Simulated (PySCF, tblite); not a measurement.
# 2,2-dimethylcyclopentanone (C7H12O): dynamics, then NMR shifts on frames

Aim: move 2,2-dimethylcyclopentanone (C7H12O) (`CC1(C)CCCC1=O`) away from its starting geometry and see how NMR shifts follow the geometry.

The runs use tblite 0.8.0 and PySCF 2.14.0, with density-fitted response routines of our own; the level of theory stands in each step. All values are computed, except where a source is named. Atoms are numbered from 0 throughout.

### 1 The molecule as given

20 atoms, charge 0, multiplicity 1; geometry from: GFN2-xTB.

Bonds of the start (Å): C0–C1 1.53, C1–C2 1.53, C1–C3 1.53, C3–C4 1.53, C4–C5 1.53, C5–C6 1.51, C6–O7 1.20, C6–C1 1.53, C0–H8 1.09, C0–H9 1.09, C0–H10 1.09, C2–H11 1.09, C2–H12 1.09, C2–H13 1.09, C3–H14 1.09, C3–H15 1.09, C4–H16 1.09, C4–H17 1.09, C5–H18 1.09, C5–H19 1.09.

### 2 A short Langevin run with GFN2-xTB

What the job is given:

```
{"job": {"kind": "md", "xc": "GFN2-xTB", "basis": "xTB", "temperature": 400, "steps": 2000, "every": 50, "frames": 5}, "charge": 0, "multiplicity": 1}
C     -1.669702    -1.123766     0.237889
C     -0.583152    -0.072528     0.023289
C     -1.225341     1.301031    -0.206856
C      0.394548    -0.432617    -1.102435
C      1.729731     0.185343    -0.680143
C      1.752101     0.014200     0.835930
C      0.301395     0.046653     1.262999
O     -0.097035     0.153395     2.391619
H     -1.227135    -2.103330     0.407395
H     -2.268130    -0.864591     1.107810
H     -2.319125    -1.179899    -0.632955
H     -1.886234     1.264333    -1.070264
H     -1.806169     1.589003     0.666245
H     -0.466994     2.061008    -0.380172
H      0.057161    -0.063122    -2.069769
H      0.494788    -1.517554    -1.169176
H      1.750980     1.245493    -0.936187
H      2.577722    -0.295113    -1.166100
H      2.336741     0.767740     1.362261
H      2.148705    -0.965001     1.115584
```

With the program's defaults for keys left out, this is: GFN2-xTB Langevin dynamics, gas phase.

Run with:

```sh
> OMP_NUM_THREADS=1 python probes_run.py task.json out
```

The driver reads the jobs from task.json and runs them one after another.

The program printed:

```text
t/fs     T/K      E/eV
    0.0   328.5   -685.35840
   25.0   185.1   -684.76973
   50.0   282.1   -684.89351
   75.0   291.2   -684.76013
  100.0   350.7   -684.61738
  125.0   361.6   -684.73558
  150.0   402.7   -684.60182
  175.0   341.7   -684.31307
  200.0   427.6   -684.43346
  225.0   355.4   -684.37630
  250.0   371.8   -684.38321
  275.0   537.5   -684.55006
  300.0   535.6   -684.43019
  325.0   474.7   -684.25719
  350.0   383.2   -684.26033
  375.0   302.4   -684.33473
  400.0   364.9   -684.27260
  425.0   373.3   -684.24269
  450.0   416.8   -684.14661
  475.0   384.4   -684.00114
  500.0   514.4   -684.27932
  525.0   380.9   -684.17549
  550.0   411.5   -684.43262
  575.0   355.7   -684.32964
  600.0   376.7   -683.96040
  625.0   446.3   -684.24903
  650.0   536.4   -684.23801
  675.0   524.8   -684.09585
  700.0   408.9   -684.04018
  725.0   432.6   -684.27239
  750.0   384.2   -684.23265
  775.0   428.2   -684.42642
  800.0   301.3   -684.30562
  825.0   452.0   -684.64751
  850.0   513.7   -684.64201
  875.0   403.5   -684.27683
  900.0   437.4   -684.38725
  925.0   419.3   -684.47363
  950.0   498.6   -684.30907
  975.0   504.5   -684.56663
 1000.0   549.7   -684.19366
```

It took 10 s on 1 thread of Intel Xeon 6975P-C, shared host; peak memory 0.19 GiB.

Distance from the start (root mean square after alignment): 0 fs 0.00 Å, 200 fs 0.30 Å, 400 fs 0.51 Å, 600 fs 1.07 Å, 800 fs 0.71 Å, 1000 fs 1.17 Å.

Positions (Å) and forces (eV/Å) at 1000 fs:

```xyz
20

C     0.072   -2.510    2.090   -1.625    1.525   -0.127
C    -0.404   -0.976    1.797   -0.461   -0.870   -0.385
C    -1.875   -0.887    2.317    0.366    1.163   -0.206
C    -0.218   -0.434    0.301   -0.848    0.641    0.984
C     1.212    0.039    0.193    0.973   -0.723    2.437
C     1.460    0.660    1.632    0.831   -1.950   -1.327
C     0.607   -0.169    2.568   -0.271    2.410    1.866
O     0.648    0.046    3.782   -0.190   -1.061   -1.734
H    -0.778   -3.227    2.382    1.301    1.370   -0.346
H     0.547   -2.879    1.212    0.491   -0.376   -0.371
H     0.758   -2.276    2.892    0.137   -1.208    0.220
H    -2.476   -1.287    1.497   -0.151   -0.277    0.500
H    -1.970   -1.439    3.274   -0.082    0.411   -0.813
H    -2.248    0.178    2.469    0.746   -1.181   -0.071
H    -0.866    0.445    0.064    0.117   -0.512    0.745
H    -0.515   -1.164   -0.413    0.078   -0.832   -0.535
H     1.518    0.755   -0.520   -0.381    0.683   -1.003
H     1.875   -0.799    0.088    0.358   -0.667   -0.167
H     1.060    1.613    1.469   -0.576    1.556    0.718
H     2.520    0.731    1.975   -0.813   -0.103   -0.386
```

### 3 NMR shieldings: 250 fs, PBE0/pcSseg-1

What the job is given:

```
{"job": {"kind": "nmr", "xc": "PBE0", "basis": "pcSseg-1", "pop": false}, "charge": 0, "multiplicity": 1}
C     -1.782600    -1.170400     1.352800
C     -0.940000    -0.067900     0.670900
C     -1.782300     1.206900     0.416500
C     -0.155400    -0.663400    -0.582700
C      1.173200     0.158400    -0.641100
C      1.498900     0.169200     0.851600
C      0.198100     0.349900     1.514900
O     -0.050900     0.620800     2.676900
H     -1.035500    -1.869700     1.930800
H     -2.509700    -0.827000     2.038300
H     -2.246700    -1.850300     0.644200
H     -2.810000     1.061600     0.181100
H     -1.863300     1.823900     1.341200
H     -1.265800     1.781300    -0.341900
H     -0.651200    -0.626700    -1.509200
H     -0.020500    -1.651800    -0.221500
H      1.054300     1.185900    -1.132000
H      1.850800    -0.337900    -1.317700
H      2.194100     0.841800     1.245300
H      1.849700    -0.879000     1.096600
```

Method: GIAO PBE0/pcSseg-1 NMR shielding, non-relativistic, gas phase.

The program printed:

```text
coarse grid: 16128 points
cycle   1  E = -348.5104971170  dE =  1.065e+00  |g| = 8.135e-01  |ddm| = 3.885e+00
cycle   2  E = -348.1445656024  dE =  3.659e-01  |g| = 1.602e+00  |ddm| = 2.668e+00
cycle   3  E = -348.6406903600  dE = -4.961e-01  |g| = 2.117e-01  |ddm| = 2.084e+00
cycle   4  E = -348.6508686851  dE = -1.018e-02  |g| = 5.862e-02  |ddm| = 2.333e-01
cycle   5  E = -348.6516529308  dE = -7.842e-04  |g| = 1.060e-02  |ddm| = 6.366e-02
cycle   6  E = -348.6516734241  dE = -2.049e-05  |g| = 4.350e-03  |ddm| = 1.190e-02
cycle   7  E = -348.6516774376  dE = -4.014e-06  |g| = 8.997e-04  |ddm| = 4.307e-03
final grid: 154128 points
cycle   8  E = -348.7117513097  dE = -4.062e-05  |g| = 1.335e-02  |ddm| = 4.094e-02
cycle   9  E = -348.7116579159  dE =  9.339e-05  |g| = 2.574e-02  |ddm| = 3.187e-02
cycle  10  E = -348.7117873868  dE = -1.295e-04  |g| = 2.834e-03  |ddm| = 2.280e-02
cycle  11  E = -348.7117890693  dE = -1.682e-06  |g| = 2.115e-04  |ddm| = 2.296e-03
cycle  12  E = -348.7117890794  dE = -1.010e-08  |g| = 7.619e-05  |ddm| = 3.631e-04
cycle  13  E = -348.7117890806  dE = -1.220e-09  |g| = 2.650e-05  |ddm| = 1.062e-04
cycle  14  E = -348.7117890807  dE = -1.575e-10  |g| = 4.295e-06  |ddm| = 2.448e-05
converged SCF energy = -348.7117890807

GIAO shielding tensors (ppm)
atom      isotropic    diamagn.    paramagn.     s11        s22        s33       span
  0 C      152.399     245.260     -92.860    135.204    140.843    181.151     45.946
  1 C      138.782     252.168    -113.386    128.114    135.790    152.442     24.328
  2 C      163.645     245.004     -81.358    136.653    162.352    191.931     55.278
  3 C      143.036     247.920    -104.884    114.798    149.335    164.974     50.176
  4 C      159.456     248.183     -88.727    148.333    152.718    177.319     28.986
  5 C      147.769     250.960    -103.191    132.193    146.904    164.210     32.017
  6 C      -51.889     251.391    -303.280   -144.298    -90.075     78.707    223.004
  7 O     -339.423     397.684    -737.108   -955.510   -446.707    383.947   1339.456
  8 H       29.238      28.590       0.648     25.517     27.459     34.738      9.221
  9 H       30.626      30.933      -0.307     26.665     28.392     36.822     10.157
 10 H       30.628      30.244       0.384     26.539     28.735     36.609     10.070
 11 H       30.892      31.089      -0.198     27.392     28.100     37.184      9.792
 12 H       29.891      29.967      -0.076     25.673     28.265     35.734     10.061
 13 H       30.730      30.396       0.334     24.825     30.554     36.809     11.983
 14 H       30.347      33.010      -2.663     26.185     29.225     35.633      9.449
 15 H       30.790      34.140      -3.350     25.819     31.644     34.907      9.088
 16 H       28.789      29.664      -0.875     24.899     26.666     34.800      9.901
 17 H       29.773      30.536      -0.763     25.849     26.779     36.692     10.844
 18 H       30.328      30.315       0.013     26.312     28.370     36.301      9.989
 19 H       28.438      28.987      -0.549     25.255     25.513     34.546      9.291
```

Wall time 27 s (1 thread of Intel Xeon 6975P-C, shared host); peak memory 0.87 GiB.

The references, computed at this level on geometries of the same kind, shield at (ppm): 1H TMS 31.72, 13C TMS 186.9, 17O H2O 336.1. Their shielding less the atom's gives the shift. The references are single molecules in the gas phase, so shifts against H2O, NH3, PH3, H3PO4 or CFCl3 are not on the usual liquid scales and can be off by tens of ppm. Each atom is listed at this fixed geometry, with no averaging over motion; a spectrum would average atoms that exchange fast.

```tsv
atoms	environment	σ (ppm)	δ (ppm)
C6	ketone carbonyl carbon	-51.9	238.8
C1	quaternary sp3 carbon α to a carbonyl	138.8	48.1
C3	sp3 CH2 in a ring	143.0	43.9
C5	sp3 CH2 α to a carbonyl	147.8	39.2
C0	methyl carbon	152.4	34.5
C4	sp3 CH2 in a ring	159.5	27.5
C2	methyl carbon	163.6	23.3
H19	hydrogen on an sp3 CH2 α to a carbonyl	28.44	3.28
H16	hydrogen on an sp3 CH2 in a ring	28.79	2.93
H8	hydrogen on a methyl carbon	29.24	2.48
H17	hydrogen on an sp3 CH2 in a ring	29.77	1.94
H12	hydrogen on a methyl carbon	29.89	1.83
H18	hydrogen on an sp3 CH2 α to a carbonyl	30.33	1.39
H14	hydrogen on an sp3 CH2 in a ring	30.35	1.37
H9	hydrogen on a methyl carbon	30.63	1.09
H10	hydrogen on a methyl carbon	30.63	1.09
H13	hydrogen on a methyl carbon	30.73	0.99
H15	hydrogen on an sp3 CH2 in a ring	30.79	0.93
H11	hydrogen on a methyl carbon	30.89	0.83
O7	ketone oxygen	-339.4	675.5
```

Ring of atoms C1, C3, C4, C5, C6: NICS(0) 0.6, NICS(1) -3.2, NICS(1)zz -2.4 ppm (means of both faces).

Orbitals, density, ELF and potential are computed afterwards from the orbital file.

Frontier orbitals at PBE0/pcSseg-1, with the share of their density that lies nearest to each atom:

```tsv
orbital	energy (eV)	lies on
HOMO	-6.88	O7 59 %; C1 13 %; C5, C6 about 7 % each
LUMO	-0.63	C6 41 %; O7 26 %; H19 10 %
```

ELF in a plane through or near 7 of the atoms.

Ten even steps from '0' (0.00) to '9' (1.00):
```
0000000000000000000000000000
0000000000000000000000000000
0000000000000000000000000000
0000000000000576200000000000
0000000354002999732442000000
0000005999402999857997100000
0000007999820689329999300000
0000004999830036118997100000
0000002577520248974430000000
0000013554631533461000000000
0000012578521551685678620000
0000000134200135861999970000
0000000368510002651799850000
0000001799620006998556410000
0000000689510029999510000000
0000000022000029999510000000
0000000000000003775100000000
0000000000000000000000000000
0000000000000000000000000000
0000000000000000000000000000
```
The map spans 10.6 Å across and 9.5 Å up, centred on the molecule. Atoms in the plane (x, y in Å): C0 (1.7, -1.0), C1 (0.6, 0.0), C2 (1.2, 1.4), H8 (1.2, -2.1), H11 (2.1, 1.7), H13 (0.4, 2.2), H16 (-2.0, 1.5).

log10 of the density (e/Å³) in the same plane.

Ten even steps from '0' (-4.0) to '9' (1.3):
```
0000000000000000000000000000
0000000000000000000000000000
0000000000001222222110000000
0000000111122344433322100000
0000112333334566655443210000
0000123455444677766654320000
0001235667654677888765321000
0002345677655567887765321000
0012345677765667776654321000
0012346778766779776554321000
0012345677766778877665432000
0002334566665667778876542100
0001234566655556778776542100
0000224556554456777665432000
0000113444443346776554321000
0000012233322345565443210000
0000000111111123443321000000
0000000000000012222110000000
0000000000000000000000000000
0000000000000000000000000000
```
The map spans 10.6 Å across and 9.5 Å up, centred on the molecule. Atoms in the plane (x, y in Å): C0 (1.7, -1.0), C1 (0.6, 0.0), C2 (1.2, 1.4), H8 (1.2, -2.1), H11 (2.1, 1.7), H13 (0.4, 2.2), H16 (-2.0, 1.5).

On the surface of density 0.002 e/bohr³ the electrostatic potential runs, from the 1st to the 99th percentile, from -1.85 V near O7 to 0.96 V near H19.

### 4 Shielding tensors: 425 fs, PBE0/pcSseg-1

What the job is given:

```
{"job": {"kind": "nmr", "xc": "PBE0", "basis": "pcSseg-1", "pop": false}, "charge": 0, "multiplicity": 1}
C     -1.019400    -1.709500     1.392500
C     -0.865900    -0.266400     0.881300
C     -2.189600     0.354800     0.522500
C     -0.030200    -0.344000    -0.384000
C      1.506500     0.043700    -0.177700
C      1.518000     0.164000     1.340000
C      0.085400     0.322000     1.875900
O     -0.180700     0.821800     2.933600
H      0.051700    -2.088000     1.397500
H     -1.712200    -1.711700     2.171200
H     -1.450500    -2.231300     0.583500
H     -2.635400    -0.171100    -0.339400
H     -2.825300     0.277500     1.383800
H     -2.025900     1.398700     0.256000
H     -0.463000     0.166300    -1.211500
H      0.023800    -1.434700    -0.731300
H      1.727900     1.019600    -0.641700
H      2.111000    -0.696300    -0.669700
H      2.154900     0.929000     1.701200
H      1.879300    -0.682200     1.822200
```

Method: GIAO PBE0/pcSseg-1 NMR shielding, non-relativistic, gas phase.

The program printed:

```text
coarse grid: 16128 points
cycle   1  E = -348.5053976585  dE =  1.171e+00  |g| = 8.121e-01  |ddm| = 3.921e+00
cycle   2  E = -348.1945304402  dE =  3.109e-01  |g| = 1.527e+00  |ddm| = 2.492e+00
cycle   3  E = -348.6334090825  dE = -4.389e-01  |g| = 2.111e-01  |ddm| = 1.881e+00
cycle   4  E = -348.6435020439  dE = -1.009e-02  |g| = 5.426e-02  |ddm| = 2.380e-01
cycle   5  E = -348.6441477175  dE = -6.457e-04  |g| = 1.186e-02  |ddm| = 6.259e-02
cycle   6  E = -348.6441753364  dE = -2.762e-05  |g| = 4.189e-03  |ddm| = 1.272e-02
cycle   7  E = -348.6441791438  dE = -3.807e-06  |g| = 8.353e-04  |ddm| = 4.458e-03
final grid: 154128 points
cycle   8  E = -348.7048378591  dE = -4.296e-05  |g| = 1.415e-02  |ddm| = 4.492e-02
cycle   9  E = -348.7047392490  dE =  9.861e-05  |g| = 2.675e-02  |ddm| = 3.498e-02
cycle  10  E = -348.7048784159  dE = -1.392e-04  |g| = 2.851e-03  |ddm| = 2.486e-02
cycle  11  E = -348.7048801117  dE = -1.696e-06  |g| = 1.938e-04  |ddm| = 2.219e-03
cycle  12  E = -348.7048801197  dE = -7.931e-09  |g| = 8.356e-05  |ddm| = 3.531e-04
cycle  13  E = -348.7048801212  dE = -1.495e-09  |g| = 2.367e-05  |ddm| = 1.050e-04
cycle  14  E = -348.7048801213  dE = -1.263e-10  |g| = 4.077e-06  |ddm| = 2.285e-05
converged SCF energy = -348.7048801213

GIAO shielding tensors (ppm)
atom      isotropic    diamagn.    paramagn.     s11        s22        s33       span
  0 C      147.579     251.728    -104.149    117.601    142.197    182.939     65.338
  1 C      149.602     256.320    -106.717    137.618    146.959    164.231     26.613
  2 C      163.898     243.923     -80.025    150.088    157.511    184.096     34.008
  3 C      134.254     248.870    -114.616     96.502    128.168    178.093     81.591
  4 C      168.980     247.857     -78.877    160.704    166.415    179.821     19.118
  5 C      152.152     251.570     -99.418    118.077    151.292    187.087     69.010
  6 C      -35.857     249.256    -285.113   -115.931    -50.493     58.855    174.785
  7 O     -287.109     395.928    -683.037   -837.233   -390.142    366.048   1203.281
  8 H       29.124      29.998      -0.873     24.561     29.483     33.329      8.767
  9 H       31.119      32.287      -1.168     26.745     28.631     37.981     11.236
 10 H       31.820      33.477      -1.657     28.961     30.391     36.107      7.146
 11 H       30.291      29.977       0.314     26.219     28.788     35.866      9.647
 12 H       30.630      30.328       0.302     26.117     28.374     37.399     11.282
 13 H       30.393      29.853       0.540     26.113     28.152     36.913     10.799
 14 H       29.980      34.537      -4.557     24.838     31.104     33.997      9.159
 15 H       28.776      33.153      -4.376     24.191     29.956     32.182      7.991
 16 H       29.694      30.772      -1.078     25.297     27.225     36.562     11.265
 17 H       30.129      31.041      -0.912     25.417     28.141     36.828     11.411
 18 H       30.277      30.541      -0.264     25.480     28.903     36.449     10.969
 19 H       30.162      31.232      -1.070     27.355     28.327     34.803      7.448
```

It took 22 s on 1 thread of Intel Xeon 6975P-C, shared host; peak memory 0.88 GiB.

In short: δ C6 222.8, C3 52.7, C0 39.3, C1 37.3, H15 2.94, H8 2.59 ppm.

### 5 Shielding tensors: 625 fs, PBE0/pcSseg-1

What the job is given:

```
{"job": {"kind": "nmr", "xc": "PBE0", "basis": "pcSseg-1", "pop": false}, "charge": 0, "multiplicity": 1}
C     -0.681200    -1.994000     1.468900
C     -0.565000    -0.551100     0.978300
C     -2.013700    -0.274200     0.503700
C      0.445500    -0.263900    -0.177300
C      1.805300    -0.331700     0.626800
C      1.506800     0.510900     1.861300
C      0.047500     0.331400     2.162400
O     -0.578100     0.894800     2.966200
H      0.245900    -2.524300     1.798200
H     -1.427400    -2.076400     2.289500
H     -1.048000    -2.604500     0.600200
H     -2.245600    -0.436700    -0.544100
H     -2.763600    -0.936800     1.059900
H     -2.223300     0.708900     0.810000
H      0.291000     0.712500    -0.586600
H      0.375500    -0.878100    -1.057700
H      2.638200     0.115900     0.095600
H      1.866700    -1.368300     0.852400
H      1.634900     1.481600     1.522600
H      2.192400     0.165900     2.717300
```

Method: GIAO PBE0/pcSseg-1 NMR shielding, non-relativistic, gas phase.

The program printed:

```text
coarse grid: 16128 points
cycle   1  E = -348.5126983409  dE =  1.037e+00  |g| = 7.972e-01  |ddm| = 3.906e+00
cycle   2  E = -348.2467194884  dE =  2.660e-01  |g| = 1.448e+00  |ddm| = 2.060e+00
cycle   3  E = -348.6366298900  dE = -3.899e-01  |g| = 1.923e-01  |ddm| = 1.517e+00
cycle   4  E = -348.6450065517  dE = -8.377e-03  |g| = 5.013e-02  |ddm| = 2.085e-01
cycle   5  E = -348.6455601263  dE = -5.536e-04  |g| = 1.178e-02  |ddm| = 5.627e-02
cycle   6  E = -348.6455884480  dE = -2.832e-05  |g| = 3.922e-03  |ddm| = 1.299e-02
cycle   7  E = -348.6455918870  dE = -3.439e-06  |g| = 6.893e-04  |ddm| = 4.243e-03
final grid: 154128 points
cycle   8  E = -348.7061457592  dE = -3.328e-05  |g| = 1.314e-02  |ddm| = 3.671e-02
cycle   9  E = -348.7060661680  dE =  7.959e-05  |g| = 2.427e-02  |ddm| = 2.982e-02
cycle  10  E = -348.7061808390  dE = -1.147e-04  |g| = 2.355e-03  |ddm| = 2.037e-02
cycle  11  E = -348.7061820088  dE = -1.170e-06  |g| = 1.916e-04  |ddm| = 1.806e-03
cycle  12  E = -348.7061820163  dE = -7.463e-09  |g| = 9.041e-05  |ddm| = 3.315e-04
cycle  13  E = -348.7061820181  dE = -1.829e-09  |g| = 2.533e-05  |ddm| = 1.073e-04
cycle  14  E = -348.7061820183  dE = -1.456e-10  |g| = 4.759e-06  |ddm| = 2.776e-05
converged SCF energy = -348.7061820183

GIAO shielding tensors (ppm)
atom      isotropic    diamagn.    paramagn.     s11        s22        s33       span
  0 C      153.700     246.175     -92.475    134.470    150.116    176.516     42.046
  1 C      136.453     249.777    -113.324    124.439    131.305    153.613     29.174
  2 C      156.535     244.472     -87.937    118.989    159.768    190.848     71.859
  3 C      147.588     247.283     -99.695    122.872    148.757    171.136     48.265
  4 C      161.704     251.717     -90.014    145.572    166.846    172.693     27.121
  5 C      150.022     255.860    -105.838    133.163    148.210    168.693     35.529
  6 C      -24.831     252.906    -277.737   -100.223    -44.031     69.760    169.983
  7 O     -275.611     396.730    -672.342   -825.149   -373.159    371.474   1196.623
  8 H       29.644      29.731      -0.087     24.326     28.941     35.665     11.339
  9 H       29.824      30.222      -0.398     26.001     27.961     35.510      9.509
 10 H       29.743      29.740       0.003     26.371     27.420     35.440      9.068
 11 H       30.377      30.651      -0.274     25.636     29.136     36.360     10.724
 12 H       29.681      30.081      -0.400     25.369     28.478     35.197      9.829
 13 H       30.776      31.805      -1.029     26.892     28.373     37.062     10.169
 14 H       30.753      33.731      -2.978     26.874     29.698     35.689      8.815
 15 H       30.540      32.907      -2.367     27.048     28.510     36.063      9.015
 16 H       29.857      31.276      -1.419     25.177     27.456     36.937     11.760
 17 H       30.024      33.012      -2.988     25.599     29.682     34.792      9.192
 18 H       30.826      32.015      -1.190     26.286     29.376     36.815     10.528
 19 H       28.020      26.963       1.057     23.879     26.058     34.123     10.244
```

It took 22 s on 1 thread of Intel Xeon 6975P-C, shared host; peak memory 0.92 GiB.

Key values: δ C6 211.8, C1 50.5, C3 39.3, C5 36.9, H19 3.70, H8 2.07 ppm.

[end of part 1 of 2]
